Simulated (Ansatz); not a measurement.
# NiF2, relaxed

Aim: in NiF2, a structure type of another compound, with these elements put in, relax cell and atoms, then read levels, charges and fields where it ends.

Program: Ansatz 0.2.0. Level of theory: DFT, LDA, spin-orbit coupling, plane waves, PAW. These are calculated values, not measurements.

## 1. The cell

Symmetry: R-3m, No. 166, trigonal system. The conventional cell has a = 2.812 Å, b = 2.812 Å, c = 13.830 Å, α = 90.00°, β = 90.00°, γ = 120.00°. Around Ni (site symmetry -3m) lie 6 F at 1.99 Å. F (site symmetry 3m) is surrounded by 3 Ni at 1.99 Å.

Structure file:

```xyz
3
Lattice="1.4060 2.4353 0.0000 -1.4060 2.4353 0.0000 -1.4060 0.8118 4.6101" Properties=species:S:1:pos:R:3 pbc="T T T"
Ni    0.0000    0.0000    0.0000
F    -1.4060    2.4353    3.4576
F     0.0000    3.2471    1.1525
```

It starts from an earlier solution of the starting cell (checkpoint.read).

## 2. Relaxing

input.yaml

```yaml
crystal:
  lattice:
    - [1.40603666, 2.4353238, 0.0]
    - [-1.40603666, 2.4353238, 0.0]
    - [-1.40603666, 0.81177194, 4.61008718]
  atoms:
    - { symbol: Ni, position: [0.0, 0.0, 0.0], spin: 2, spin_axis: [0.5, 0.86603, 0.0] }
    - { symbol: F, position: [0.25, 0.5, 0.75] }
    - { symbol: F, position: [0.75, 0.5, 0.25] }
kpoints:
  mp_grid: { grid: [8, 8, 8], shift: [0, 0, 0] }
magnetization:
  noncollinear: true
  spin_orbit: true
scf:
  occupations: { method: fermi_dirac }
  lower_state_search: "off"
hamiltonian:
  pseudopotentials: { kind: paw_fr }
  xc: lda
basis:
  ecutwfc: 420
  fft_grid_basis: typed
relax:
  max_steps: 60
  cell: { p_target: 0.0 }
  f_tol: 0.03
output:
  forces: true
  stress: true
  eigenvalues: true
  bader: true
  populations: true
  elf: true
  write_potential: true
  volumetric_format: npy
  dos:
    e_range: [-12, 8]
    de: 0.05
    projected: { site_lists: { F: [F], Ni: [Ni] } }
    method: { smearing: { sigma: 0.1, scheme: gaussian } }
checkpoint:
  read: saved_state
```

The run is started by

```sh
ansatz run input.yaml --threads 2 --pin off --max-ram 3584MiB --backend cpu --events-out ev --progress --plain --runs-dir out
```

**Question.** What will these runs give? Wanted: moves; energy gained; largest move; cell; volume; pressure at the end; gap; least direct gap; Bader charges.

As calculated:

| quantity | value |
| --- | --- |
| moves | 11 |
| energy gained | 73.5 meV/atom |
| largest move | 0.08 Å (F) |
| space group (0.01 Å), before / after | R-3m / R-3m |
| cell | a = 3.011 Å, b = 3.011 Å, c = 4.446 Å, α = 70.20°, β = 90.00°, γ = 60.00° |
| volume | 10.71 Å³/atom (+1.8 %) |
| pressure at the end | -0.01 GPa |
| formation energy (elements from separate runs) | -1.66 eV/atom |
| gap (mesh) | 0.77 eV, indirect |
| least direct gap | 1.04 eV |
| Bader charges | Ni +1.31, F -0.65 e |
| net moment | 1.99 μB per cell |
| largest moment | 1.64 μB on Ni (Bader basin) |

**Reading.** The volume grew by 1.8 %, and the largest move of an atom is 0.08 Å apart from the change of the cell; the energy fell by 73.5 meV per atom. The shape changed more than that tells: the edges moved by +7, +7, -9 %. It is gapped: 0.77 eV, with the least direct gap at 1.04 eV; within 0.7 eV of the edges the states project mainly on Ni d (89 %) below and Ni d (79 %) and F p (19 %) above. The one magnetic atom, Ni, carries 1.64 μB, and a cell this small cannot hold opposed moments. Set against separate runs on the elements (Ni fcc, F2 molecule), it forms at -1.66 eV per atom, a bound cell by that test.

Limits of this run: one start, so the state may not be the lowest; gaps of Fe, Co and Ni magnets can come out low on these datasets.
